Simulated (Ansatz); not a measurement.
# GaN: a point defect seen from the nuclei (Se on an N site), part 2 of 2

Wanted: the field gradients around Se on an N site in GaN, cell charge +1, before and after the neighbours move. The cell is a supercell built from a COD entry (the entry's cell lengths or inner coordinates differ somewhat from later room-temperature determinations). Planned: a single point, then a relaxation.

Ansatz 0.2.0; DFT, PBE, plane-wave PAW, default files, scalar-relativistic. The steps go on from the part before.

### Step 3. Ions relaxed

The COD entry's cell or inner coordinates are ideal or old and differ from later refinements, so a difference from it is no clean test against experiment.

Input file input.yaml:

```yaml
crystal:
  lattice:
    - [6.36, 0.0, 0.0]
    - [-3.18, 5.507921568, 0.0]
    - [0.0, 0.0, 10.332]
  atoms:
    - { symbol: Ga, position: [0.1666666666, 0.3333333334, 0.0] }
    - { symbol: Ga, position: [0.1666666666, 0.3333333334, 0.5] }
    - { symbol: Ga, position: [0.1666666666, 0.8333333334, 0.0] }
    - { symbol: Ga, position: [0.1666666666, 0.8333333334, 0.5] }
    - { symbol: Ga, position: [0.6666666666, 0.3333333334, 0.0] }
    - { symbol: Ga, position: [0.6666666666, 0.3333333334, 0.5] }
    - { symbol: Ga, position: [0.6666666666, 0.8333333334, 0.0] }
    - { symbol: Ga, position: [0.6666666666, 0.8333333334, 0.5] }
    - { symbol: Ga, position: [0.3333333334, 0.1666666666, 0.25] }
    - { symbol: Ga, position: [0.3333333334, 0.1666666666, 0.75] }
    - { symbol: Ga, position: [0.3333333334, 0.6666666666, 0.25] }
    - { symbol: Ga, position: [0.3333333334, 0.6666666666, 0.75] }
    - { symbol: Ga, position: [0.8333333334, 0.1666666666, 0.25] }
    - { symbol: Ga, position: [0.8333333334, 0.1666666666, 0.75] }
    - { symbol: Ga, position: [0.8333333334, 0.6666666666, 0.25] }
    - { symbol: Ga, position: [0.8333333334, 0.6666666666, 0.75] }
    - { symbol: Se, position: [0.1666666666, 0.3333333334, 0.1875] }
    - { symbol: "N", position: [0.1666666666, 0.3333333334, 0.6875] }
    - { symbol: "N", position: [0.1666666666, 0.8333333334, 0.1875] }
    - { symbol: "N", position: [0.1666666666, 0.8333333334, 0.6875] }
    - { symbol: "N", position: [0.6666666666, 0.3333333334, 0.1875] }
    - { symbol: "N", position: [0.6666666666, 0.3333333334, 0.6875] }
    - { symbol: "N", position: [0.6666666666, 0.8333333334, 0.1875] }
    - { symbol: "N", position: [0.6666666666, 0.8333333334, 0.6875] }
    - { symbol: "N", position: [0.3333333334, 0.1666666666, 0.4375] }
    - { symbol: "N", position: [0.3333333334, 0.1666666666, 0.9375] }
    - { symbol: "N", position: [0.3333333334, 0.6666666666, 0.4375] }
    - { symbol: "N", position: [0.3333333334, 0.6666666666, 0.9375] }
    - { symbol: "N", position: [0.8333333334, 0.1666666666, 0.4375] }
    - { symbol: "N", position: [0.8333333334, 0.1666666666, 0.9375] }
    - { symbol: "N", position: [0.8333333334, 0.6666666666, 0.4375] }
    - { symbol: "N", position: [0.8333333334, 0.6666666666, 0.9375] }
total_charge: 1
kpoints:
  mp_grid: { grid: [4, 4, 2] }
scf:
  occupations: { method: fermi_dirac, width: 0.01 }
hamiltonian:
  xc: pbe
  pseudopotentials: { kind: paw }
output:
  forces: true
  stress: true
  populations: true
  efg:
    quadrupole_moments_barn: { Ga: 0.107, "N": 0.02044 }
    contact_densities: true
relax:
  f_tol: 0.03
  max_steps: 40
```

Launch:

```console
$ ansatz run input.yaml --threads 1 --pin off --max-ram 3072MiB --backend cpu --events-out ev --progress --plain --runs-dir out
```

The log of the run:

```text
Warning: output.stress: scf.convergence.dr2_threshold = 1e-7 eV (the SCF's general default) is looser than the 3.2e-9 eV advised for a printed stress (1e-10 eV for each atom of the cell: 32). What an SCF threshold leaves in a stress goes as its square root, and in the free energy as the threshold itself, and one threshold admits the most on a small cell: of the crystals measured, under no hybrid functional and no lock of the moments, on runs that ended without the residual-converged pass, on stresses that held no estimate of that error, the worst erred by over 100 MPa in a component at 1e-7 eV an atom and by under 5 at 1e-10. Every solve of this run answers to scf.convergence.dr2_threshold, and the tensor of one is reported: a single SCF on the reported geometry and on this run's grids (its basis.xc_grid and basis.ecutrho_ratio typed), with scf.convergence.dr2_threshold at 3.2e-9 eV or tighter, prints it and tightens no other solve. Else set scf.convergence.dr2_threshold to 3.2e-9 eV or tighter. The threshold is an SCF's pass mark: one that does not reach it within its budget of iterations ends unconverged, or closes short of it on a stop that the run arms, and scf.convergence.dr2_threshold's page says what that costs each kind of run
Warning: RAYON_NUM_THREADS=1 ignored (pool sized by the plan → 1); use --threads N
Engine: ansatz 0.2.0, x86_64-unknown-linux-gnu
Pseudopotentials: kind: paw
Pseudopotential: Ga, paw, valence charge 13, recommended cutoff 420 eV (normal), Ga.paw.azcp
Pseudopotential: Se, paw, valence charge 16, recommended cutoff 420 eV (normal), Se.paw.azcp
Pseudopotential: N, paw, valence charge 5, recommended cutoff 420 eV (normal), N.paw.azcp
Functional definition: PBE
  parameter kappa = 0.804
  parameter beta = 0.06672455060314922
  exchange = pbe_x(kappa = kappa, mu = beta*pi^2/3)
  correlation = pbe_c(beta = beta)
Crystal: 32 atoms, lattice volume = 361.934 Å³
Basis set: ecut = 420 eV, 7067 PW (Γ), exchange–correlation on 90×90×144 points (8 copies of the dense FFT grid, shifted against one another)
Bands: 181, of which v1, the nominal top of the filled ones, is band 149 counted from 1 (148 counted from 0)
Symmetry: 6 space group operations
Space group: P3m1 (ITA 156), of the structure as read, at distance tolerance 7.1e-5 Å
k-points: 8 of 32 (time reversal used)
Non-local potential: Ga, projectors of the file, l = 0: 2, l = 1: 2, l = 2: 3, l = 3: 1
Non-local potential: Se, projectors of the file, l = 0: 2, l = 1: 2, l = 2: 3, l = 3: 1
Non-local potential: N, projectors of the file, l = 0: 2, l = 1: 2, l = 2: 1
PAW form: soft (Blöchl's): semilocal exchange-correlation on the pseudo side does not see the compensation charge
PAW one-centre angular grid: Ga, 590 points (default); XC on 64 Gauss nodes
PAW one-centre angular grid: Se, 590 points (default); XC on 64 Gauss nodes
PAW one-centre angular grid: N, 110 points (default); XC on 64 Gauss nodes
Initial density: superposition of atomic densities (neutral atoms scaled as one to the charged cell's electrons: chi_scale 0, normalization atom), corrected by the library's trained network
Initial wavefunctions: pseudopotential atomic-orbital guess
Functional: x = pbe(κ = 0.804, μ = 0.2195149727645171), c = pbe(β = 0.06672455060314922)
SCF iter   1: F=—  HF=-71773.915899 eV  |F-HF|=—  |Δ(HF+E_count)|=         —  Δρ=1.50e-2  dr2=4.74e-1  ethr=1.77e-3  ⟨swp⟩=6.4  Hψ=6105  notcnv=0  defer=16
preconditioner: auto → Resta (q_TF=auto, 2.641 Å⁻¹)  ε∞=4.8  [insulator: Δε(μ)=2.095 eV  Ē_g=16.948 eV  σ=0.010 eV  W_gap=1.00  n_scr=110 (ndim 8)  ℏωp=33.1 eV  f_vac=0.007  D(μ)=0.00/eV (n_scr^D=0)  ε∞_Penn≈4.8]
SCF iter   2: F=—  HF=-71773.738315 eV  |F-HF|=—  |Δ(HF+E_count)|=   1.78e-1  Δρ=4.95e-3  dr2=6.94e-2  ethr=1.59e-4  ⟨swp⟩=2.0  Hψ=2694  notcnv=0  defer=206
SCF iter   3: F=—  HF=-71773.701973 eV  |F-HF|=—  |Δ(HF+E_count)|=   3.63e-2  Δρ=2.31e-3  dr2=1.93e-2  ethr=2.33e-5  ⟨swp⟩=2.0  Hψ=2444  notcnv=0  defer=206
SCF iter   4: F=—  HF=-71773.697930 eV  |F-HF|=—  |Δ(HF+E_count)|=   4.04e-3  Δρ=8.07e-4  dr2=1.53e-3  ethr=6.48e-6  ⟨swp⟩=2.1  Hψ=2446  notcnv=0  defer=206
SCF iter   5: F=—  HF=-71773.699415 eV  |F-HF|=—  |Δ(HF+E_count)|=   1.48e-3  Δρ=3.11e-4  dr2=2.80e-4  ethr=5.13e-7  ⟨swp⟩=2.0  Hψ=2444  notcnv=0  defer=206
SCF iter   6: F=-71773.699380 eV  HF=-71773.699363 eV  |F-HF|=1.67e-5  |Δ(HF+E_count)|=   5.16e-5  Δρ=6.88e-5  dr2=1.86e-5  ethr=7.55e-9  ⟨swp⟩=3.0  Hψ=5193  notcnv=0
SCF 1 converged in 6 iterations: F = -71773.699380 eV  dr2 = 1.86e-5
relax step   1: F+E_penalty+E_count = -71773.69937978 eV  Δ(F+E_penalty+E_count) = +0.000e0 eV  max|allowed force component| = 1.224e1 eV/Å  Δτ_max = 0.0000 Å  (6 SCF iters, dr2 threshold 2.25e-5 eV, accepted)
[... 12 lines left out ...]
relax step   2: F+E_penalty+E_count = -71778.99995195 eV  Δ(F+E_penalty+E_count) = -5.301e0 eV  max|allowed force component| = 4.002e0 eV/Å  Δτ_max = 0.1948 Å  (7 SCF iters, dr2 threshold 1.00e-4 eV, accepted)
[... 8 lines left out ...]
relax step   3: F+E_penalty+E_count = -71779.89609173 eV  Δ(F+E_penalty+E_count) = -8.961e-1 eV  max|allowed force component| = 1.286e0 eV/Å  Δτ_max = 0.1676 Å  (6 SCF iters, dr2 threshold 1.00e-4 eV, accepted)
[... 8 lines left out ...]
relax step   4: F+E_penalty+E_count = -71780.00846755 eV  Δ(F+E_penalty+E_count) = -1.124e-1 eV  max|allowed force component| = 4.202e-1 eV/Å  Δτ_max = 0.1208 Å  (6 SCF iters, dr2 threshold 1.00e-4 eV, accepted)
[... 6 lines left out ...]
relax step   5: F+E_penalty+E_count = -71780.01667481 eV  Δ(F+E_penalty+E_count) = -8.207e-3 eV  max|allowed force component| = 3.039e-1 eV/Å  Δτ_max = 0.0226 Å  (4 SCF iters, dr2 threshold 1.82e-5 eV, accepted)
[... 6 lines left out ...]
relax step   6: F+E_penalty+E_count = -71780.01995815 eV  Δ(F+E_penalty+E_count) = -3.283e-3 eV  max|allowed force component| = 6.267e-2 eV/Å  Δτ_max = 0.0138 Å  (4 SCF iters, dr2 threshold 9.86e-6 eV, accepted)
[... 7 lines left out ...]
relax step   7: F+E_penalty+E_count = -71780.02015190 eV  Δ(F+E_penalty+E_count) = -1.938e-4 eV  max|allowed force component| = 5.219e-3 eV/Å  Δτ_max = 0.0032 Å  (5 SCF iters, accepted)
NSCF: frozen V_eff on 8 k-points
the band table was solved once a step of the walk had ended and its energy, with any forces and stress, was formed, with the checks that follow a solve (6066 applications of the Hamiltonian). They found nothing against the state; the energy, forces and stress were not computed again (output.eigenvalues in the input reference)
SCF converged after 5 iterations
Free energy (F): -71780.020152 eV
Harris-Foulkes:  -71780.020152 eV  (|F-HF|=5.14e-8)
Internal energy: -71780.020152 eV  (E = F + TS)
E sigma→0 (E₀):  -71780.020152 eV
Fermi energy:    11.448818 eV
--- Per-component energies (eV) ---
[... 15 lines left out ...]
--- Forces (eV/Å), atoms counted from 1 ---
  atom   1  Ga    -0.00000000     0.00000000     0.00112891
  atom   2  Ga    -0.00000000     0.00000000     0.00073107
  atom   3  Ga     0.00186784     0.00107840    -0.00186304
  atom   4  Ga    -0.00206278    -0.00119095     0.00348506
  atom   5  Ga    -0.00000000    -0.00215679    -0.00186304
  atom   6  Ga    -0.00000000     0.00238190     0.00348506
[... 26 lines left out ...]
  max |Σ_I F_I| component: 5.62e-6 eV/Å
--- Stress (GPa, compression-positive) ---
       17.213623       0.000000       0.000000
        0.000000      17.213623       0.000000
        0.000000       0.000000      18.755321
  P = ⅓ Tr σ = 17.7275 GPa (177.275 kbar)
--- PAW observables at the nuclei: V_zz in 10²¹ V/m², potentials from the cell's mean, atoms counted from 1 ---
  atom   1  Ga V_zz =   +13.825180   η = 0.0000   by run symmetry: allowed   C_q = +35.7692 MHz
            electrostatic potential = -4135.195835 V   contact ρ = 187402.904622 e/Å³
  atom   2  Ga V_zz =    +0.646028   η = 0.0000   by run symmetry: allowed   C_q = +1.6714 MHz
            electrostatic potential = -4135.299439 V   contact ρ = 187398.531019 e/Å³
  atom   3  Ga V_zz =    +1.493298   η = 0.7477   by run symmetry: allowed   C_q = +3.8635 MHz
            electrostatic potential = -4135.482132 V   contact ρ = 187398.146935 e/Å³
  atom   4  Ga V_zz =    -1.906602   η = 0.7435   by run symmetry: allowed   C_q = -4.9329 MHz
            electrostatic potential = -4135.502627 V   contact ρ = 187398.849819 e/Å³
  atom   5  Ga V_zz =    +1.493298   η = 0.7477   by run symmetry: allowed   C_q = +3.8635 MHz
            electrostatic potential = -4135.482132 V   contact ρ = 187398.146936 e/Å³
  atom   6  Ga V_zz =    -1.906602   η = 0.7435   by run symmetry: allowed   C_q = -4.9329 MHz
            electrostatic potential = -4135.502627 V   contact ρ = 187398.849819 e/Å³
  atom   7  Ga V_zz =    +1.493298   η = 0.7477   by run symmetry: allowed   C_q = +3.8635 MHz
            electrostatic potential = -4135.482132 V   contact ρ = 187398.146935 e/Å³
  atom   8  Ga V_zz =    -1.906602   η = 0.7435   by run symmetry: allowed   C_q = -4.9329 MHz
            electrostatic potential = -4135.502627 V   contact ρ = 187398.849819 e/Å³
  atom   9  Ga V_zz =    +7.654750   η = 0.1282   by run symmetry: allowed   C_q = +19.8047 MHz
            electrostatic potential = -4135.111168 V   contact ρ = 187403.573882 e/Å³
  atom  10  Ga V_zz =    -2.449023   η = 0.1515   by run symmetry: allowed   C_q = -6.3362 MHz
            electrostatic potential = -4135.605356 V   contact ρ = 187398.909521 e/Å³
  atom  11  Ga V_zz =    +7.654750   η = 0.1282   by run symmetry: allowed   C_q = +19.8047 MHz
            electrostatic potential = -4135.111168 V   contact ρ = 187403.573882 e/Å³
  atom  12  Ga V_zz =    -2.449023   η = 0.1515   by run symmetry: allowed   C_q = -6.3362 MHz
            electrostatic potential = -4135.605356 V   contact ρ = 187398.909521 e/Å³
  atom  13  Ga V_zz =    +7.654750   η = 0.1282   by run symmetry: allowed   C_q = +19.8047 MHz
            electrostatic potential = -4135.111168 V   contact ρ = 187403.573882 e/Å³
  atom  14  Ga V_zz =    -2.449023   η = 0.1515   by run symmetry: allowed   C_q = -6.3362 MHz
            electrostatic potential = -4135.605356 V   contact ρ = 187398.909521 e/Å³
  atom  15  Ga V_zz =    -0.190857   η = 0.0000   by run symmetry: allowed   C_q = -0.4938 MHz
            electrostatic potential = -4135.371194 V   contact ρ = 187398.053134 e/Å³
  atom  16  Ga V_zz =    -0.270631   η = 0.0000   by run symmetry: allowed   C_q = -0.7002 MHz
            electrostatic potential = -4135.572437 V   contact ρ = 187398.311298 e/Å³
  atom  17  Se V_zz =    +2.161421   η = 0.0000   by run symmetry: allowed
            electrostatic potential = -4714.089345 V   contact ρ = 262869.516196 e/Å³
  atom  18  N  V_zz =    +0.408020   η = 0.0000   by run symmetry: allowed   C_q = +0.2017 MHz
            electrostatic potential = -518.852905 V   contact ρ = 1414.049214 e/Å³
  atom  19  N  V_zz =    +2.165904   η = 0.9247   by run symmetry: allowed   C_q = +1.0705 MHz
            electrostatic potential = -518.753551 V   contact ρ = 1413.907027 e/Å³
  atom  20  N  V_zz =    +0.346586   η = 0.9895   by run symmetry: allowed   C_q = +0.1713 MHz
            electrostatic potential = -518.980191 V   contact ρ = 1413.586451 e/Å³
  atom  21  N  V_zz =    +2.165904   η = 0.9247   by run symmetry: allowed   C_q = +1.0705 MHz
            electrostatic potential = -518.753551 V   contact ρ = 1413.907027 e/Å³
  atom  22  N  V_zz =    +0.346586   η = 0.9895   by run symmetry: allowed   C_q = +0.1713 MHz
            electrostatic potential = -518.980191 V   contact ρ = 1413.586451 e/Å³
  atom  23  N  V_zz =    +2.165904   η = 0.9247   by run symmetry: allowed   C_q = +1.0705 MHz
            electrostatic potential = -518.753551 V   contact ρ = 1413.907027 e/Å³
  atom  24  N  V_zz =    +0.346586   η = 0.9895   by run symmetry: allowed   C_q = +0.1713 MHz
            electrostatic potential = -518.980191 V   contact ρ = 1413.586451 e/Å³
  atom  25  N  V_zz =    +1.034476   η = 0.6779   by run symmetry: allowed   C_q = +0.5113 MHz
            electrostatic potential = -518.700978 V   contact ρ = 1413.844502 e/Å³
  atom  26  N  V_zz =    +1.679088   η = 0.8767   by run symmetry: allowed   C_q = +0.8299 MHz
            electrostatic potential = -518.968923 V   contact ρ = 1413.737527 e/Å³
  atom  27  N  V_zz =    +1.034476   η = 0.6779   by run symmetry: allowed   C_q = +0.5113 MHz
            electrostatic potential = -518.700978 V   contact ρ = 1413.844502 e/Å³
  atom  28  N  V_zz =    +1.679088   η = 0.8767   by run symmetry: allowed   C_q = +0.8299 MHz
            electrostatic potential = -518.968923 V   contact ρ = 1413.737527 e/Å³
  atom  29  N  V_zz =    +1.034476   η = 0.6779   by run symmetry: allowed   C_q = +0.5113 MHz
            electrostatic potential = -518.700978 V   contact ρ = 1413.844502 e/Å³
  atom  30  N  V_zz =    +1.679088   η = 0.8767   by run symmetry: allowed   C_q = +0.8299 MHz
            electrostatic potential = -518.968923 V   contact ρ = 1413.737527 e/Å³
  atom  31  N  V_zz =    +0.028613   η = 0.0000   by run symmetry: allowed   C_q = +0.0141 MHz
            electrostatic potential = -518.805300 V   contact ρ = 1413.697599 e/Å³
  atom  32  N  V_zz =    +0.019335   η = 0.0000   by run symmetry: allowed   C_q = +0.0096 MHz
            electrostatic potential = -518.872975 V   contact ρ = 1413.747697 e/Å³
--- Band table (eV; the first three rows and the last of 8) ---
[... 4 lines left out ...]
--- Relaxed structure (7 steps of the walk, 7 accepted, 0 SCFs on fresh bases) ---
  F+E_penalty+E_count = -71780.02015190 eV   max|allowed force component| = 5.219e-3 eV/Å
  atoms:
[... 32 lines left out ...]
--- Löwdin populations: 32 sites ---
  site symbol       q [e]
[... 32 lines left out ...]
  spilling = 0.002073 (of n_electrons = 298.000000)
```

Wall time 4 min (1 thread of Intel Xeon Platinum 8488C (Sapphire Rapids), shared host); peak memory 1.1 GiB.

Step by step:

```csv
step,energy change (eV),largest force component (eV/Å)
1,0.0000,12.242
2,-5.3006,4.002
3,-6.1967,1.286
4,-6.3091,0.420
5,-6.3173,0.304
6,-6.3206,0.063
7,-6.3208,0.005
```

Largest displacement: 0.510 Å (atom 1, Ga); mean 0.085 Å.

At the end: gap on the mesh 1.81 eV, largest force 0.005 eV/Å, pressure 17.7 GPa.

Against step 2 (V_zz in 10²¹ V/m²; 10 of 16 rows, with the four largest changes of size):

```csv
site,atoms,"V_zz, PBE","V_zz, PBE relaxed","η, PBE","η, PBE relaxed"
Se,17,-1.22,2.16,0.00,0.00
Ga1,1,-2.14,13.83,0.00,0.00
Ga9,"9, 11, 13",-2.37,7.65,0.75,0.13
N25,"25, 27, 29",0.80,1.03,0.34,0.68
N26,"26, 28, 30",0.55,1.68,0.19,0.88
N19,"19, 21, 23",0.87,2.17,0.57,0.92
Ga2,2,-1.02,0.65,0.00,0.00
Ga3,"3, 5, 7",0.68,1.49,0.58,0.75
Ga15,15,-1.47,-0.19,0.00,0.00
Ga10,"10, 12, 14",0.75,-2.45,0.05,0.15
```

Site by site (atoms counted from 1): 11 of 16, those nearest the defect, the farthest of each element and the two largest gradients.

```csv
site,atoms,distance from the defect (Å),V_zz (10²¹ V/m²),η,C_Q (MHz)
Se,17,0.00,2.16,0.00,–
Ga9,"9, 11, 13",2.25,7.65,0.13,19.8 (⁷¹Ga)
Ga1,1,2.31,13.83,0.00,35.8 (⁷¹Ga)
N26,"26, 28, 30",3.14,1.68,0.88,0.830 (¹⁴N)
N19,"19, 21, 23",3.18,2.17,0.92,1.07 (¹⁴N)
N25,"25, 27, 29",3.37,1.03,0.68,0.511 (¹⁴N)
Ga2,2,3.39,0.65,0.00,1.67 (⁷¹Ga)
Ga3,"3, 5, 7",3.66,1.49,0.75,3.86 (⁷¹Ga)
Ga15,15,3.76,-0.19,0.00,-0.494 (⁷¹Ga)
Ga16,16,5.68,-0.27,0.00,-0.700 (⁷¹Ga)
N20,"20, 22, 24",5.94,0.35,0.99,0.171 (¹⁴N)
```

Direction of the V_zz axis (Cartesian unit vector):

```csv
site,atom,x,y,z
Ga1,1,0.00,0.00,1.00
Ga2,2,0.00,0.00,1.00
Ga3,3,0.20,0.12,0.97
Ga4,4,0.30,0.17,0.94
Ga9,9,0.84,-0.48,0.25
Ga10,10,0.50,0.87,0.00
Ga15,15,0.00,0.00,1.00
Ga16,16,0.00,0.00,1.00
Se,17,0.00,0.00,1.00
N18,18,0.00,0.00,1.00
```

The sizes of the gradients above 0.15 moved by 89 % in the median, over a factor of two at the site that moves most (small gradients counted from 0.15; Ga1, -2.14 to 13.83), with a change of sign at Se, Ga1, Ga9 and others.

### Step 4. From gradients to spectra (values of step 3)

⁷¹Ga (I = 3/2, Q = 107.0 mb) in zero field: pure quadrupole lines, for atoms at rest. Strengths are squared matrix elements for a powder, against the strongest line of the same site.

```csv
site,count,line (MHz),strength
Ga9,3,9.93,1.00
Ga1,1,17.9,1.00
Ga2,1,0.836,1.00
Ga3,3,2.10,1.00
Ga15,1,0.247,1.00
Ga16,1,0.350,1.00
```

### Step 5. Summary of results

What follows sums up all 2 parts.

```
                            quantity                                                                                                                                                                            value
                      state (step 3)                                                                                                             gap on the mesh 1.81 eV, largest force 0.005 eV/Å, pressure 17.7 GPa
    V_zz by site, step 3 (10²¹ V/m²)                                                                                                Se 2.16, Ga9 7.65, Ga1 13.83, N26 1.68, N19 2.17, N25 1.03, Ga2 0.65, Ga3 1.49, …
         largest C_Q in size, step 3                                                                                                                                                            35.8 MHz, ⁷¹Ga at Ga1
step 3 (ions relaxed) against step 2  89 % in the median, over a factor of two at the site that moves most (small gradients counted from 0.15; Ga1, -2.14 to 13.83), with a change of sign at Se, Ga1, Ga9 and others
```

Site Ga1 (3 N at 1.90 Å, 1 Se at 2.31 Å; also 1 N at 2.68 Å) carries the largest gradient. The runs allow no spin. The relaxation kept the symmetry P3m1, so a distorted place of lower energy may have been missed. Moves of at most 0.51 Å on relaxation changed gradients by over a factor of two in size at the worst site (89 % in the median) (gradients over 0.15 counted), so at some sites the starting positions were a poor guide. The ⁷¹Ga zero-field lines reach up to 17.9 MHz, for nuclei at rest; thermal motion mostly lowers such lines a little. The defect repeats with the cell of 32 atoms, so it feels its images: sites between two images don't show the values beside a lone defect, and zeros or small values of η there can come from the images' arrangement. Ga and N carry a gradient in the pure host already, so the values there aren't the defect's effect alone. The relaxation keeps the site symmetry 3m of the start, so the impurity can move only along its axis; a start off the site could end lower. A uniform background compensates the cell's charge. The cell keeps the host's lattice, where the PBE pressure is 18 GPa (in a charged cell this depends on the convention for the mean potential).

These are semilocal Kohn-Sham gaps, which aren't the measured quantity. Such gaps usually fall short of the measured ones.
